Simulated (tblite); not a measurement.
# C11H18BF4N: the cost of one run

Programs: tblite 0.8.0 and PySCF 2.14.0, with routines of our own; each step states its level. All values are computed. Atoms count from 0.

## Step 1: The system as given

35 atoms, charge 0, multiplicity 1; geometry from: force field, distance geometry or constructed start.

## Step 2: Optimising the geometry with GFN2-xTB

The job: settings as JSON, then the geometry in Å.

```
{"job": {"kind": "relax", "xc": "GFN2-xTB", "basis": "xTB"}, "charge": 0, "multiplicity": 1}
C     -5.031100     0.065900     0.667500
C     -3.918100     0.132700    -0.362900
C     -2.536700     0.034400     0.310300
C     -1.417800     0.104200    -0.731200
C     -0.045100     0.005300    -0.056600
C      1.070300     0.069200    -1.096700
N      2.382800    -0.022500    -0.408100
C      3.009200     1.107700     0.009200
C      4.238600     1.037600     0.650900
C      4.823200    -0.199200     0.870600
C      4.173700    -1.349300     0.438100
C      2.944200    -1.240000    -0.199500
F      3.923400     2.000900    -3.410400
B      4.198900     0.673700    -2.886200
F      3.065800    -0.193600    -3.162300
F      4.397200     0.761100    -1.440100
F      5.393100     0.136900    -3.509000
H     -4.961900     0.890300     1.382400
H     -6.009200     0.137900     0.174200
H     -5.002600    -0.872700     1.229800
H     -3.995700     1.071700    -0.916500
H     -4.038500    -0.688100    -1.073700
H     -2.466800    -0.896600     0.880200
H     -2.430100     0.852000     1.027500
H     -1.488200     1.040400    -1.288100
H     -1.539100    -0.720900    -1.442000
H      0.074200     0.824700     0.662800
H      0.028800    -0.928100     0.509800
H      1.011900    -0.754300    -1.815300
H      1.056900     1.009900    -1.653900
H      2.512900     2.053500    -0.180500
H      4.730800     1.950600     0.982500
H      5.788800    -0.267100     1.370300
H      4.627100    -2.326700     0.607900
H      2.405500    -2.110700    -0.551000
```

Run with:

```bash
OMP_NUM_THREADS=1 python large_run.py task.json out
```

The driver reads the jobs from task.json and runs them one after another.

**Question.** How long does this first job take on 1 thread of Arm Neoverse N1, shared host, and how much memory does it need?

About 2.8 s, with a peak of 0.19 GiB.
